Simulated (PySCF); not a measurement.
# C6H10BP: NMR shifts at several levels of theory, part 2 of 2

PySCF 2.14.0. Atoms count from 0.

### 6 Shielding tensors: PBE0/6-31G

What the job is given:

```
{"job": {"kind": "nmr", "xc": "PBE0", "basis": "6-31G", "pop": true}, "charge": 0, "multiplicity": 1}
B      2.994361     0.580363     0.163120
P      1.795522    -0.853370    -0.261371
C      0.013763    -0.514989    -0.188668
C     -0.686452    -0.682293     1.011198
C     -2.036014    -0.345372     1.084531
C     -2.691605     0.166092    -0.034464
C     -1.994751     0.342526    -1.228943
C     -0.645247     0.006923    -1.307275
H      2.695208     0.876380     1.310588
H      4.106478     0.088871     0.038193
H      2.722341     1.438667    -0.663539
H      1.942002    -1.425952    -1.550033
H      1.913568    -2.020104     0.535159
H     -0.178380    -1.076709     1.895348
H     -2.578032    -0.482132     2.023035
H     -3.750083     0.429739     0.025108
H     -2.504399     0.745316    -2.107173
H     -0.104567     0.154078    -2.246121
```

Method: GIAO PBE0/6-31G NMR shielding, non-relativistic, gas phase.

Output:

```text
coarse grid: 15432 points
cycle   1  E = -600.2715599602  dE =  1.186e+00  |g| = 4.294e-01  |ddm| = 4.029e+00
cycle   2  E = -600.2813802721  dE = -9.820e-03  |g| = 3.988e-01  |ddm| = 1.435e+00
cycle   3  E = -600.3377333158  dE = -5.635e-02  |g| = 6.559e-02  |ddm| = 7.274e-01
cycle   4  E = -600.3386578764  dE = -9.246e-04  |g| = 3.577e-02  |ddm| = 1.241e-01
cycle   5  E = -600.3390376151  dE = -3.797e-04  |g| = 3.849e-03  |ddm| = 4.518e-02
cycle   6  E = -600.3390418831  dE = -4.268e-06  |g| = 1.098e-03  |ddm| = 6.334e-03
final grid: 144104 points
cycle   7  E = -600.2647873105  dE = -2.294e-05  |g| = 7.491e-03  |ddm| = 2.918e-02
cycle   8  E = -600.2647878397  dE = -5.292e-07  |g| = 7.456e-03  |ddm| = 1.957e-02
cycle   9  E = -600.2648047397  dE = -1.690e-05  |g| = 7.311e-04  |ddm| = 1.039e-02
cycle  10  E = -600.2648048888  dE = -1.491e-07  |g| = 1.836e-04  |ddm| = 1.054e-03
cycle  11  E = -600.2648048986  dE = -9.768e-09  |g| = 6.188e-05  |ddm| = 3.246e-04
cycle  12  E = -600.2648048997  dE = -1.066e-09  |g| = 1.586e-05  |ddm| = 8.608e-05
cycle  13  E = -600.2648048997  dE = -6.503e-11  |g| = 4.116e-06  |ddm| = 2.629e-05
converged SCF energy = -600.2648048997

GIAO shielding tensors (ppm)
atom      isotropic    diamagn.    paramagn.     s11        s22        s33       span
  0 B      155.717     192.741     -37.024    150.310    153.281    163.560     13.250
  1 P      464.322     969.940    -505.618    421.006    426.916    545.045    124.039
  2 C       75.510     270.722    -195.212     -9.660     56.266    179.924    189.583
  3 C       71.771     260.124    -188.354    -26.723     60.770    181.264    207.987
  4 C       74.310     259.649    -185.339    -23.348     56.779    189.498    212.846
  5 C       72.943     260.130    -187.187    -25.091     52.265    191.653    216.744
  6 C       74.308     259.637    -185.329    -23.379     56.769    189.533    212.913
  7 C       71.703     260.118    -188.415    -26.926     60.535    181.499    208.425
  8 H       30.838      29.512       1.326     26.520     30.455     35.538      9.019
  9 H       30.965      28.906       2.059     27.250     28.592     37.054      9.803
 10 H       30.834      29.510       1.324     26.496     30.471     35.533      9.037
 11 H       27.964      30.274      -2.310     22.670     26.732     34.490     11.820
 12 H       27.983      30.284      -2.301     22.680     26.762     34.506     11.827
 13 H       25.084      32.243      -7.159     21.124     24.249     29.880      8.756
 14 H       25.068      29.072      -4.004     21.966     25.793     27.445      5.479
 15 H       25.095      27.836      -2.741     22.261     26.030     26.993      4.732
 16 H       25.064      28.953      -3.889     21.959     25.787     27.445      5.486
 17 H       25.070      32.124      -7.054     21.099     24.209     29.902      8.804
```

It took 6.7 s on 1 thread of AMD EPYC 9R45, shared host; peak memory 0.68 GiB.

This run: δ C3 127.8, C5 126.6, C4 125.2, C2 124.0, H14 7.55, H13 7.54 ppm (means over like atoms).

### 7 Shielding tensors: PBE0/6-31G*

Same as in step 6 but for these lines:

```diff
@@ -1,2 +1,2 @@
-{"job": {"kind": "nmr", "xc": "PBE0", "basis": "6-31G", "pop": true}, "charge": 0, "multiplicity": 1}
+{"job": {"kind": "nmr", "xc": "PBE0", "basis": "6-31G*", "pop": true}, "charge": 0, "multiplicity": 1}
 B      2.994361     0.580363     0.163120
```

With the program's defaults for keys left out, this is: GIAO PBE0/6-31G* NMR shielding, non-relativistic, gas phase.

Output:

```text
coarse grid: 15432 points
cycle   1  E = -600.3655318801  dE =  1.087e+00  |g| = 4.554e-01  |ddm| = 3.991e+00
cycle   2  E = -600.3670014611  dE = -1.470e-03  |g| = 4.589e-01  |ddm| = 1.275e+00
cycle   3  E = -600.4353179131  dE = -6.832e-02  |g| = 6.372e-02  |ddm| = 6.677e-01
cycle   4  E = -600.4359808392  dE = -6.629e-04  |g| = 4.385e-02  |ddm| = 1.163e-01
cycle   5  E = -600.4365280516  dE = -5.472e-04  |g| = 7.372e-03  |ddm| = 4.888e-02
cycle   6  E = -600.4365433141  dE = -1.526e-05  |g| = 1.877e-03  |ddm| = 1.054e-02
cycle   7  E = -600.4365442958  dE = -9.816e-07  |g| = 3.415e-04  |ddm| = 2.187e-03
final grid: 144104 points
cycle   8  E = -600.3619425801  dE = -2.983e-05  |g| = 7.885e-03  |ddm| = 3.005e-02
cycle   9  E = -600.3619411496  dE =  1.431e-06  |g| = 8.372e-03  |ddm| = 1.890e-02
cycle  10  E = -600.3619612778  dE = -2.013e-05  |g| = 4.561e-04  |ddm| = 1.009e-02
cycle  11  E = -600.3619613313  dE = -5.343e-08  |g| = 1.176e-04  |ddm| = 6.182e-04
cycle  12  E = -600.3619613353  dE = -4.011e-09  |g| = 4.780e-05  |ddm| = 2.055e-04
cycle  13  E = -600.3619613358  dE = -4.884e-10  |g| = 2.605e-05  |ddm| = 7.353e-05
converged SCF energy = -600.3619613358

GIAO shielding tensors (ppm)
atom      isotropic    diamagn.    paramagn.     s11        s22        s33       span
  0 B      154.906     195.062     -40.156    151.258    151.650    161.810     10.552
  1 P      407.868     970.912    -563.045    367.687    370.004    485.912    118.225
  2 C       73.641     262.420    -188.780    -10.878     51.599    180.201    191.079
  3 C       68.071     260.830    -192.759    -30.985     56.188    179.009    209.994
  4 C       71.147     257.628    -186.481    -25.435     54.315    184.562    209.998
  5 C       69.417     257.155    -187.738    -27.622     49.724    186.149    213.771
  6 C       71.151     257.546    -186.395    -25.459     54.318    184.594    210.053
  7 C       68.002     260.754    -192.752    -31.184     55.945    179.246    210.431
  8 H       30.609      30.524       0.085     26.884     30.395     34.549      7.666
  9 H       30.700      28.479       2.221     27.679     28.375     36.046      8.367
 10 H       30.604      30.485       0.118     26.857     30.409     34.545      7.688
 11 H       26.556      30.280      -3.724     22.074     25.679     31.915      9.842
 12 H       26.572      30.345      -3.773     22.072     25.716     31.927      9.855
 13 H       24.516      32.507      -7.991     20.348     23.575     29.626      9.278
 14 H       24.556      28.619      -4.064     20.986     25.155     27.526      6.541
 15 H       24.551      27.073      -2.523     21.200     25.259     27.193      5.993
 16 H       24.552      28.481      -3.929     20.980     25.149     27.527      6.547
 17 H       24.506      32.351      -7.845     20.332     23.539     29.649      9.317
```

Run time: 9.2 s. Hardware: 1 thread of AMD EPYC 9R45, shared host; peak memory 0.83 GiB.

This run: δ C3 126.1, C5 124.7, C4 123.0, C2 120.5, H13 7.45, H15 7.41 ppm (means over like atoms).

### 8 Shielding tensors: PBE0/6-311+G(2d,p)

Same as in step 7 but for these lines:

```diff
@@ -1,2 +1,2 @@
-{"job": {"kind": "nmr", "xc": "PBE0", "basis": "6-31G*", "pop": true}, "charge": 0, "multiplicity": 1}
+{"job": {"kind": "nmr", "xc": "PBE0", "basis": "6-311+G(2d,p)", "pop": true}, "charge": 0, "multiplicity": 1}
 B      2.994361     0.580363     0.163120
```

Level: GIAO PBE0/6-311+G(2d,p) NMR shielding, non-relativistic, gas phase.

Output:

```text
coarse grid: 15432 points
cycle   1  E = -600.4032865213  dE =  1.067e+00  |g| = 4.829e-01  |ddm| = 6.364e+00
cycle   2  E = -600.3926516293  dE =  1.063e-02  |g| = 5.124e-01  |ddm| = 8.717e+00
cycle   3  E = -600.4732762056  dE = -8.062e-02  |g| = 7.058e-02  |ddm| = 5.434e+00
cycle   4  E = -600.4738559954  dE = -5.798e-04  |g| = 5.446e-02  |ddm| = 1.857e-01
cycle   5  E = -600.4746832797  dE = -8.273e-04  |g| = 1.016e-02  |ddm| = 1.476e-01
cycle   6  E = -600.4747097724  dE = -2.649e-05  |g| = 2.843e-03  |ddm| = 2.389e-02
cycle   7  E = -600.4747119625  dE = -2.190e-06  |g| = 5.228e-04  |ddm| = 1.016e-02
final grid: 144104 points
cycle   8  E = -600.4671504344  dE = -5.978e-05  |g| = 7.836e-03  |ddm| = 3.811e-01
cycle   9  E = -600.4671467331  dE =  3.701e-06  |g| = 8.586e-03  |ddm| = 5.058e-02
cycle  10  E = -600.4671661056  dE = -1.937e-05  |g| = 7.358e-04  |ddm| = 4.187e-02
cycle  11  E = -600.4671662277  dE = -1.220e-07  |g| = 2.584e-04  |ddm| = 2.648e-03
cycle  12  E = -600.4671662435  dE = -1.579e-08  |g| = 1.237e-04  |ddm| = 9.962e-04
cycle  13  E = -600.4671662474  dE = -3.896e-09  |g| = 3.441e-05  |ddm| = 2.434e-04
cycle  14  E = -600.4671662477  dE = -3.830e-10  |g| = 3.566e-06  |ddm| = 2.373e-04
converged SCF energy = -600.4671662477

GIAO shielding tensors (ppm)
atom      isotropic    diamagn.    paramagn.     s11        s22        s33       span
  0 B      148.106     193.651     -45.545    143.940    144.624    155.755     11.815
  1 P      351.303     966.988    -615.685    296.751    315.867    441.290    144.539
  2 C       55.229     240.298    -185.069    -41.476     32.449    174.713    216.188
  3 C       50.956     273.509    -222.553    -60.610     41.005    172.473    233.083
  4 C       53.733     253.458    -199.725    -56.440     39.367    178.272    234.712
  5 C       52.282     261.619    -209.337    -58.322     35.296    179.872    238.194
  6 C       53.745     253.266    -199.520    -56.455     39.374    178.317    234.772
  7 C       50.858     273.652    -222.795    -60.873     40.709    172.737    233.610
  8 H       30.272      30.020       0.252     27.007     29.987     33.820      6.813
  9 H       30.283      28.478       1.805     27.596     27.954     35.299      7.703
 10 H       30.265      29.943       0.323     26.982     30.002     33.812      6.831
 11 H       25.702      29.293      -3.592     21.372     24.854     30.879      9.507
 12 H       25.717      29.443      -3.726     21.365     24.891     30.894      9.529
 13 H       23.736      36.527     -12.791     19.955     22.046     29.209      9.254
 14 H       23.849      28.219      -4.370     20.518     23.677     27.352      6.834
 15 H       23.800      29.043      -5.243     20.617     23.733     27.049      6.432
 16 H       23.847      28.025      -4.178     20.515     23.673     27.353      6.838
 17 H       23.730      36.296     -12.566     19.950     22.009     29.231      9.281
```

It took 27 s on 1 thread of AMD EPYC 9R45, shared host; peak memory 1.3 GiB.

In short: δ C3 135.5, C5 134.2, C4 132.7, C2 131.2, H13 7.78, H15 7.71 ppm (means over like atoms).

### 9 Run by run: NMR shifts

Shifts (ppm) of some atoms, chosen among heavy atoms and hydrogens apart, means over like atoms, with basis size and wall time (the measured row can stand on another reference than the computed rows):

```csv
run,C3,C5,C4,C2,H11,H8,P1,functions,time
KT2/pcSseg-1,126.3,125.0,124.2,122.8,5.57,1.29,-60.5,193,22 s
LC-wPBE/pcSseg-1,143.2,142.5,140.1,135.1,5.30,1.11,-71.4,193,27 s
PBE0/STO-3G,112.7,112.2,111.4,107.5,3.20,0.42,55.3,54,3.2 s
PBE0/6-31G,127.8,126.6,125.2,124.0,4.64,1.73,-100.0,96,6.7 s
PBE0/6-31G*,126.1,124.7,123.0,120.5,5.40,1.33,-31.6,136,9.2 s
"PBE0/6-311+G(2d,p)",135.5,134.2,132.7,131.2,5.80,1.24,-54.3,284,27 s
measured,–,–,–,–,–,–,-49.3,–,–
```

Measured: O. Kühl, Phosphorus-31 NMR Spectroscopy, Springer 2008, chapter 6 (publisher's sample).

### 10 Outcome

This closing draws on all 2 parts.

| quantity | value |
| --- | --- |
| point group | Cs |
| rotational constants (main isotopes) | 4.00, 1.02, 0.91 GHz |
| ¹³C shifts against TMS (KT2/pcSseg-1, means over atoms taken as alike) | 126.3, 125.0, 124.2, 122.8 ppm |
| ¹H shifts against TMS (KT2/pcSseg-1, means over atoms taken as alike) | 7.25, 7.23, 7.22, 5.57, 1.29 ppm |
| ¹¹B shifts against BF3·OEt2 (KT2/pcSseg-1) | -45.3 ppm |
| ³¹P shifts against H3PO4 (KT2/pcSseg-1) | -60.5 ppm |
| measured, and computed on the same scale | P1 δ -49.3, -60.5 ppm |
| range of the shift of P1 | -100.0 to 55.3 ppm |
| property runs in this session | 6, of which 0 failed and 1 gave unsound results |

In words: Single values in the summary come from the first run of each kind that ended normally (KT2/pcSseg-1), which need not be the best level. Relaxing lowered the energy by 0.103 eV in 6 steps; the close pair that moved most is B0–H9, from 1.189 to 1.222 Å. No frequency check was run at this level, so the end point may be a saddle. The one measured ³¹P shift is missed by -11.2 ppm (computed less measured, unscaled). Vibration, temperature and solvent are missing from the calculation, and it holds one conformer, so part of the miss against the measured shifts is not the functional's. NICS(1)zz of -27 ppm above the planar ring from C2 marks a diatropic (aromatic) ring current. In ppm, P1 moves most: its shift spreads over 155.3 ppm, from -100.0 (PBE0/6-31G) to 55.3 (PBE0/STO-3G). A minimal basis is unusable for shieldings, so that end is no result.
